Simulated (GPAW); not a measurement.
Crystal: RuAu.

```
Ru Au
1.0
     3.16481    0.00000    0.00000
     0.00000    3.16481    0.00000
     0.00000    0.00000    3.16481
Ru Au
1 1
Direct
  0.00000 0.00000 0.00000
  0.50000 0.50000 0.50000
```

The cell was built by a generator and needn't be a form met in nature.

Base run:

| Quantity | Value |
| --- | --- |
| Program | GPAW 26.7.0 |
| Functional | SCAN |
| Potentials or basis | GPAW PAW data sets (gpaw-data 1.2.1) |
| Cutoff | 600 eV |
| Basis | pw |
| k mesh | 8 × 8 × 8 |
| Occupations | fermi-dirac, width 0.05 eV |
| Spin | no spin polarisation |

Its results: pressure -6.0 GPa.

**Question.** After a change of settings the same cell gave: pressure -1.7 GPa. Which change was it?
A. functional from SCAN to BLYP; potentials or basis from GPAW PAW data sets (gpaw-data 1.2.1) to PAW data sets generated in the run's folder for this functional
B. functional from SCAN to PBE
C. functional from SCAN to r2SCAN
D. functional from SCAN to AM05; potentials or basis from GPAW PAW data sets (gpaw-data 1.2.1) to PAW data sets generated in the run's folder for this functional

**Answer.** C.

Caveats: with this Au data set, volumes or pressures lay over 1.5 % or 2 GPa off other programs in two to four cells of ten; the PAW data sets were made with another functional, which shifts forces and pressure a little.

Not every run made on this cell is shown here.
